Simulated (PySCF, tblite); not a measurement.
**Pb₄S₄, a small inorganic cluster: infrared bands, NMR shifts and electronic excitations**

What infrared bands, NMR shifts and electronic excitations should one expect for `[S]12[Pb]3[S]4[Pb]1[S]1[Pb]2[S]3[Pb]41`? It is drawn as: cube.

Programs: tblite 0.8.0 and PySCF 2.14.0. All values are calculated, for the isolated system unless a continuum is named. Atoms count from 0, parts from 1.

1 further run of the same task is left out (for a known fault of the program).

## Step 1: Starting point

8 atoms, charge 0, multiplicity 1; geometry: distance geometry start.

## Step 2: Geometry optimisation with GFN2-xTB

What the job is given:

```
{"job": {"kind": "relax", "xc": "GFN2-xTB", "basis": "xTB"}, "charge": 0, "multiplicity": 1}
Pb     0.746012    -1.609650     0.211949
S     -1.280069    -2.209836     0.944203
Pb    -2.213736    -1.026674    -0.701868
S     -0.197499    -0.428823    -1.445155
Pb    -0.237322     1.372599    -0.134768
S      0.703762     0.218498     1.524715
Pb    -1.334392    -0.390483     2.279669
S     -2.281632     0.806425     0.636024
```

With the program's defaults for keys left out, this is: GFN2-xTB geometry optimisation, gas phase.

Launch:

```console
$ OMP_NUM_THREADS=1 python cluster_run.py task.json out
```

This one command runs all jobs of the session in turn.

Log:

```text
step      E/eV     max force
  0    -603.16686   12.899
  1    -611.61793    5.983
  2    -614.83841    2.482
  3    -615.70839    0.873
  4    -615.83469    0.156
  5    -615.83813    0.043
  6    -615.83825    0.034
  7    -615.83836    0.033
  8    -615.83858    0.028
  9    -615.83871    0.018
 10    -615.83876    0.012
 11    -615.83878    0.012
 12    -615.83879    0.013
 13    -615.83882    0.012
 14    -615.83885    0.010
 15    -615.83886    0.008
 16    -615.83887    0.006
```

Run time: 0.3 s. Hardware: 1 thread of Intel Xeon Platinum 8375C at 2.90GHz, shared host.

Along the way:

```
step  energy from step 0 (eV)  largest force (eV/Å)
   0                   0.0000               12.8988
   1                  -8.4511                5.9836
   2                 -11.6715                2.4822
   3                 -12.5415                0.8732
   4                 -12.6678                0.1562
   5                 -12.6713                0.0427
   6                 -12.6714                0.0340
   7                 -12.6715                0.0328
   8                 -12.6717                0.0284
   9                 -12.6718                0.0186
  10                 -12.6719                0.0121
  11                 -12.6719                0.0117
  12                 -12.6719                0.0134
  13                 -12.6720                0.0117
  14                 -12.6720                0.0095
  15                 -12.6720                0.0089
  16                 -12.6720                0.0062
```

Close pairs (by a distance rule), those that changed most:

```csv
bond,before (Å),after (Å),change (Å)
Pb0–Pb2,3.152,3.860,+0.708
Pb0–Pb4,3.159,3.859,+0.699
Pb2–Pb4,3.160,3.859,+0.699
Pb2–Pb6,3.173,3.859,+0.686
Pb0–Pb6,3.176,3.858,+0.682
Pb4–Pb6,3.185,3.860,+0.676
S3–Pb4,2.228,2.667,+0.439
Pb4–S5,2.230,2.667,+0.438
```

## Step 3: Infrared spectrum: GFN2-xTB

What the job is given:

```
{"job": {"kind": "ir", "xc": "GFN2-xTB", "basis": "xTB"}, "charge": 0, "multiplicity": 1}
Pb     1.842014    -1.459798    -0.246430
S     -0.601323    -2.081341     0.625004
Pb    -1.785045    -0.746124    -1.357533
S      0.655277    -0.025303    -2.156976
Pb     0.630344     2.180438    -0.657597
S      1.703081     0.713714     1.295132
Pb    -0.686900     0.024653     2.261144
S     -1.757447     1.393761     0.237257
```

Method: GFN2-xTB harmonic vibrations, gas phase.

Log:

```text
mode    cm-1     km/mol
  1      55.0      0.00
  2      55.1      0.00
  3      69.5      0.34
  4      69.6      0.34
  5      69.6      0.34
  6     104.9      0.00
  7     219.9      0.02
  8     220.2      0.02
  9     220.3      0.02
 10     223.4     28.98
 11     223.5     29.08
 12     223.5     28.96
 13     232.2      0.00
 14     232.5      0.00
 15     261.2     26.23
 16     261.3     26.23
 17     261.3     26.50
 18     264.2      0.01
```

It took 0.38 s on 1 thread of Intel Xeon Platinum 8375C at 2.90GHz, shared host.

The strongest bands and the atoms that carry them:

```
cm⁻¹  km/mol                               atoms
 223    29.0                    S7 63 %, S1 10 %
 224    29.1                    S1 42 %, S5 42 %
 224    29.0           S3 56 %, S5 17 %, S1 14 %
 261    26.2           S1 31 %, S5 28 %, S7 24 %
 261    26.5  S3 31 %, S1 30 %, S5 15 %, S7 13 %
 261    26.2           S3 31 %, S7 29 %, S5 23 %
```

## Step 4: Geometry optimisation at PBE0-D3(BJ)/def2-SVP

What the job is given:

```
{"job": {"xc": "PBE0", "basis": "def2-SVP", "d3": "d3bj", "grid": 1, "kind": "geom", "shake": 0.01}, "charge": 0, "multiplicity": 1}
Pb     1.862423    -1.485355    -0.242249
S     -0.607001    -2.085867     0.622848
Pb    -1.805245    -0.748443    -1.366185
S      0.688507    -0.023045    -2.160503
Pb     0.627531     2.173757    -0.668149
S      1.699173     0.718533     1.292746
Pb    -0.677323     0.022655     2.261387
S     -1.741989     1.399212     0.232205
```

Log:

```text
step   0  E = -2363.64005317  max force = 0.013587
step   1  E = -2363.64473776  max force = 0.001433
step   2  E = -2363.64483607  max force = 0.000850
step   3  E = -2363.64514290  max force = 0.002993
step   4  E = -2363.64531497  max force = 0.002424
step   5  E = -2363.64554235  max force = 0.001201
step   6  E = -2363.64557451  max force = 0.000440
step   7  E = -2363.64558908  max force = 0.000115
optimisation converged
```

Wall time 6.3 min (1 thread of Intel Xeon Platinum 8375C at 2.90GHz, shared host); peak memory 0.86 GiB.

Relaxation path:

```csv
step,energy from step 0 (eV),largest force component (eV/Å)
0,0.0000,0.6987
1,-0.1275,0.0737
2,-0.1301,0.0437
3,-0.1385,0.1539
4,-0.1432,0.1246
5,-0.1494,0.0618
6,-0.1502,0.0226
7,-0.1506,0.0059
```

Distances of close pairs at the start and the end, largest changes first:

```csv
bond,before (Å),after (Å),change (Å)
Pb4–S7,2.651,2.712,+0.062
S3–Pb4,2.656,2.708,+0.052
S5–Pb6,2.659,2.709,+0.050
Pb4–S5,2.667,2.707,+0.041
Pb6–S7,2.673,2.711,+0.037
S1–Pb6,2.671,2.706,+0.035
Pb2–S7,2.678,2.710,+0.033
S1–Pb2,2.680,2.708,+0.028
```

The final coordinates are the input of the step that follows.

```csv
at the end point,value
point group (found at 0.08 Å tolerance),Td
"rotational constants (GHz, main isotopes)","0.143, 0.142, 0.142"
dipole moment (D),0.01
```

## Step 5: Nuclear shieldings: PBE0/def2-SVP+pcSseg-1

What the job is given:

```
{"job": {"kind": "nmr", "xc": "PBE0", "basis": {"default": "pcSseg-1", "Pb": "def2-SVP"}}, "charge": 0, "multiplicity": 1}
Pb     1.997230    -1.287621    -0.036046
S     -0.442414    -2.149954     0.760836
Pb    -1.598547    -0.982895    -1.391784
S      0.839572    -0.097114    -2.172436
Pb     0.481142     2.182203    -0.754113
S      1.620500     0.981402     1.388217
Pb    -0.808608     0.106147     2.209574
S     -1.948411     1.284795     0.051112
```

With the program's defaults for keys left out, this is: GIAO PBE0/pcSseg-1 Pb:def2-SVP NMR shielding, scalar relativity only through core potentials, gas phase.

Log:

```text
coarse grid: 59904 points
cycle   1  E = -2359.3383530843  dE = -9.250e+01  |g| = 3.927e+00  |ddm| = 2.783e+01
cycle   2  E = -2357.0748412797  dE =  2.264e+00  |g| = 5.358e+00  |ddm| = 1.662e+01
cycle   3  E = -2363.9936079341  dE = -6.919e+00  |g| = 3.301e-01  |ddm| = 6.786e+00
cycle   4  E = -2364.0113183862  dE = -1.771e-02  |g| = 2.381e-01  |ddm| = 8.759e-01
cycle   5  E = -2364.0307826753  dE = -1.946e-02  |g| = 4.192e-02  |ddm| = 3.754e-01
cycle   6  E = -2364.0311719813  dE = -3.893e-04  |g| = 3.765e-03  |ddm| = 4.882e-02
cycle   7  E = -2364.0311796342  dE = -7.653e-06  |g| = 1.015e-03  |ddm| = 1.189e-02
final grid: 106896 points
cycle   8  E = -2364.0305320618  dE =  7.738e-07  |g| = 2.006e-03  |ddm| = 5.029e-03
cycle   9  E = -2364.0305271553  dE =  4.907e-06  |g| = 4.193e-03  |ddm| = 8.629e-03
cycle  10  E = -2364.0305335257  dE = -6.370e-06  |g| = 1.767e-04  |ddm| = 5.839e-03
cycle  11  E = -2364.0305335351  dE = -9.475e-09  |g| = 1.717e-05  |ddm| = 2.367e-04
cycle  12  E = -2364.0305335353  dE = -1.119e-10  |g| = 1.309e-05  |ddm| = 5.334e-05
converged SCF energy = -2364.0305335353

GIAO shielding tensors (ppm)
atom      isotropic    diamagn.    paramagn.     s11        s22        s33       span
  0 Pb         nan         nan         nan        nan        nan        nan        nan
  1 S      853.349    1056.426    -203.078    782.924    885.147    891.975    109.051
  2 Pb         nan         nan         nan        nan        nan        nan        nan
  3 S      855.007    1056.424    -201.416    782.173    888.410    894.439    112.267
  4 Pb         nan         nan         nan        nan        nan        nan        nan
  5 S      856.500    1056.439    -199.939    783.957    889.832    895.710    111.753
  6 Pb         nan         nan         nan        nan        nan        nan        nan
  7 S      865.805    1056.380    -190.575    779.327    907.950    910.139    130.812
```

Wall time 92 s (1 thread of Intel Xeon Platinum 8375C at 2.90GHz, shared host); peak memory 1 GiB.

The references, computed at this level on geometries of the same kind, shield at (ppm): 33S CS2 496. Their shielding less the atom's gives the shift. The references are single molecules in the gas phase. Atoms listed in one row are averaged.

```
         atoms            environment  σ (ppm)  δ (ppm)
S1, S3, S5, S7  sulfur bonded to 3 Pb      858     -362
```

Atoms past Kr carry core potentials, so their printed shieldings have no meaning and are left out of the table.

Charges from the same density, by scheme (e):

| atoms | Mulliken | ESP fit |
| --- | --- | --- |
| Pb0, Pb2, Pb4, Pb6 | 0.67 | 0.49 |
| S1, S3, S5, S7 | -0.67 | -0.49 |

Mayer bond orders: Pb0–S1 0.63, S1–Pb2 0.63, Pb2–S3 0.63, S3–Pb4 0.63, Pb4–S5 0.64, S5–Pb6 0.63, Pb6–S7 0.63, S3–Pb0 0.64, S7–Pb4 0.63, S5–Pb0 0.64, Pb6–S1 0.64, S7–Pb2 0.64.

With diffuse functions Mulliken charges and Mayer bond orders lose their meaning; the other schemes are steadier.

## Step 6: TDDFT and polarisability: PBE0/def2-SVP

Same as in step 5 but for these lines:

```diff
@@ -1,2 +1,2 @@
-{"job": {"kind": "nmr", "xc": "PBE0", "basis": {"default": "pcSseg-1", "Pb": "def2-SVP"}}, "charge": 0, "multiplicity": 1}
+{"job": {"kind": "uv", "xc": "PBE0", "basis": "def2-SVP", "nstates": 6, "ntriplets": 2, "ip": false}, "charge": 0, "multiplicity": 1}
 Pb     1.997230    -1.287621    -0.036046
```

Level: TDDFT PBE0/def2-SVP, vertical, gas phase, core orbitals frozen in the response.

Log:

```text
coarse grid: 59904 points
cycle   1  E = -2359.0326533211  dE = -9.258e+01  |g| = 3.880e+00  |ddm| = 2.759e+01
cycle   2  E = -2356.9049792642  dE =  2.128e+00  |g| = 5.209e+00  |ddm| = 1.594e+01
cycle   3  E = -2363.5872242872  dE = -6.682e+00  |g| = 2.847e-01  |ddm| = 6.580e+00
cycle   4  E = -2363.6015104202  dE = -1.429e-02  |g| = 1.960e-01  |ddm| = 7.548e-01
cycle   5  E = -2363.6149233006  dE = -1.341e-02  |g| = 2.622e-02  |ddm| = 3.286e-01
cycle   6  E = -2363.6151710680  dE = -2.478e-04  |g| = 3.109e-03  |ddm| = 4.765e-02
cycle   7  E = -2363.6151745879  dE = -3.520e-06  |g| = 1.698e-03  |ddm| = 8.406e-03
final grid: 106896 points
cycle   8  E = -2363.6142233590  dE =  2.000e-06  |g| = 3.094e-03  |ddm| = 8.327e-03
cycle   9  E = -2363.6142142928  dE =  9.066e-06  |g| = 5.766e-03  |ddm| = 1.365e-02
cycle  10  E = -2363.6142268700  dE = -1.258e-05  |g| = 5.756e-04  |ddm| = 9.120e-03
cycle  11  E = -2363.6142269934  dE = -1.234e-07  |g| = 3.630e-05  |ddm| = 9.262e-04
cycle  12  E = -2363.6142269938  dE = -4.502e-10  |g| = 1.288e-05  |ddm| = 8.465e-05
converged SCF energy = -2363.6142269938

Static polarisability (au): isotropic 219.020, principal 218.576 218.761 219.723

Singlet excitations
state   eV       nm        f      main configurations
  1   3.3273    372.6   0.00000   H-1->L+2 0.24, H-1->L 0.23, H->L+1 0.23
  2   3.3303    372.3   0.00000   H->L+2 0.33, H-2->L 0.26, H-1->L+1 0.17
  3   3.3544    369.6   0.00000   H-1->L 0.43, H->L+1 0.43
  4   3.3665    368.3   0.00000   H-2->L 0.49, H->L+2 0.45
  5   3.3672    368.2   0.00000   H-2->L+1 0.49, H-1->L+2 0.45
  6   3.4595    358.4   0.00058   H->L 0.47, H-1->L+1 0.21, H->L+2 0.12

Triplet excitations (Tamm-Dancoff, eV): 3.1475 3.1509
```

Wall time 62 s (1 thread of Intel Xeon Platinum 8375C at 2.90GHz, shared host); peak memory 0.89 GiB.

Frontier orbitals and where they lie:

| orbital | eV | atoms |
| --- | --- | --- |
| HOMO−3 | -7.14 | S1 48 %, S5 20 %, Pb4 12 % |
| HOMO−2 | -6.23 | S1 22 %, S5 20 %, S3 20 % |
| HOMO−1 | -6.22 | S7 23 %, S1 22 %, S3 14 % |
| HOMO | -6.22 | S7 22 %, S5 20 %, S3 20 % |
| LUMO | -1.79 | Pb2 31 %, Pb0 31 %, Pb6 18 % |
| LUMO+1 | -1.79 | Pb0 31 %, Pb4 28 %, Pb6 23 % |
| LUMO+2 | -1.77 | Pb4 30 %, Pb2 28 %, Pb6 26 % |

Ground-state properties from the same run:

| property | computed |
| --- | --- |
| dipole moment (D) | 0.01 |
| polarisability (Å³) | 32.46 |
| HOMO–LUMO gap (eV) | 4.43 |
| −ε(HOMO) (eV) | 6.22 |

## Step 7: NMR shieldings: HF/def2-SVP+aug-cc-pVDZ

Same as in step 6 but for these lines:

```diff
@@ -1,2 +1,2 @@
-{"job": {"kind": "uv", "xc": "PBE0", "basis": "def2-SVP", "nstates": 6, "ntriplets": 2, "ip": false}, "charge": 0, "multiplicity": 1}
+{"job": {"kind": "nmr", "xc": "HF", "basis": {"default": "aug-cc-pVDZ", "Pb": "def2-SVP"}, "pop": false}, "charge": 0, "multiplicity": 1}
 Pb     1.997230    -1.287621    -0.036046
```

With the program's defaults for keys left out, this is: GIAO HF/aug-cc-pVDZ Pb:def2-SVP NMR shielding, scalar relativity only through core potentials, gas phase.

Log:

```text
final grid: 106896 points
cycle   1  E = -2355.6560522767  dE = -9.818e+01  |g| = 2.860e+00  |ddm| = 2.668e+01
cycle   2  E = -2357.0318808069  dE = -1.376e+00  |g| = 1.760e+00  |ddm| = 1.081e+01
cycle   3  E = -2357.8230755762  dE = -7.912e-01  |g| = 2.132e-01  |ddm| = 2.600e+00
cycle   4  E = -2357.8380738245  dE = -1.500e-02  |g| = 6.948e-02  |ddm| = 4.858e-01
cycle   5  E = -2357.8399207439  dE = -1.847e-03  |g| = 1.603e-02  |ddm| = 1.398e-01
cycle   6  E = -2357.8401299207  dE = -2.092e-04  |g| = 4.720e-03  |ddm| = 6.687e-02
cycle   7  E = -2357.8401546564  dE = -2.474e-05  |g| = 1.240e-03  |ddm| = 1.821e-02
cycle   8  E = -2357.8401571679  dE = -2.511e-06  |g| = 2.577e-04  |ddm| = 7.325e-03
cycle   9  E = -2357.8401572232  dE = -5.539e-08  |g| = 1.192e-04  |ddm| = 1.002e-03
cycle  10  E = -2357.8401572310  dE = -7.738e-09  |g| = 2.585e-05  |ddm| = 3.103e-04
cycle  11  E = -2357.8401572316  dE = -6.612e-10  |g| = 5.175e-06  |ddm| = 1.110e-04
converged SCF energy = -2357.8401572316

GIAO shielding tensors (ppm)
atom      isotropic    diamagn.    paramagn.     s11        s22        s33       span
  0 Pb         nan         nan         nan        nan        nan        nan        nan
  1 S      885.389    1056.744    -171.355    829.118    911.065    915.986     86.868
  2 Pb         nan         nan         nan        nan        nan        nan        nan
  3 S      888.613    1056.744    -168.131    830.483    914.791    920.566     90.083
  4 Pb         nan         nan         nan        nan        nan        nan        nan
  5 S      889.944    1056.751    -166.807    831.916    916.292    921.624     89.708
  6 Pb         nan         nan         nan        nan        nan        nan        nan
  7 S      899.693    1056.731    -157.038    831.777    932.554    934.747    102.970
```

Run time: 44 s. Hardware: 1 thread of Intel Xeon Platinum 8375C at 2.90GHz, shared host; peak memory 1.1 GiB.

In short: σ S1 891 ppm (means over like atoms).

## Step 8: Side by side: NMR shifts

Isotropic shieldings (ppm), means over like atoms, with basis size and wall time:

```csv
run,S1,functions,time
PBE0/def2-SVP+pcSseg-1,858,200,92 s
HF/def2-SVP+aug-cc-pVDZ,891,212,44 s
```

## Step 9: Summary of results

| quantity | value |
| --- | --- |
| strongest single infrared mode (GFN2-xTB) | 224 cm⁻¹ |
| point group | Td |
| rotational constants (main isotopes) | 0.14, 0.14, 0.14 GHz |
| 33S shifts against CS2 (PBE0/def2-SVP+pcSseg-1, means over atoms taken as alike) | -362 ppm |
| lowest singlet (PBE0/def2-SVP) | 3.33 eV (373 nm), f = 0.000 |
| brightest single state of those computed | state 6, 3.46 eV, f = 0.001 |
| lowest triplet | 3.15 eV |
| range of the shielding of S1 | 858 to 891 ppm |

In words: No mode is imaginary at GFN2-xTB; the softest lies at 55 cm⁻¹. Relaxing lowered the energy by 0.151 eV in 7 steps; the close pair that moved most is Pb4–S7, from 2.651 to 2.712 Å (PBE0/def2-SVP). No frequency check was run at this level, so the end point may be a saddle. The first singlet state (HOMO−1→LUMO+2 0.24, HOMO−1→LUMO 0.23) lies at 3.33 eV and is dark. The lowest triplet lies 0.18 eV below the lowest singlet (triplets in Tamm-Dancoff, singlets in full TDDFT). Spin-orbit coupling, left out, mixes singlets and triplets in elements this heavy. The shielding of S1 (with its like atoms) runs from 858 (PBE0/def2-SVP+pcSseg-1) to 891 ppm (HF/def2-SVP+aug-cc-pVDZ). Spin-orbit coupling is left out, which matters for shieldings and couplings at and beside the heavy atoms.
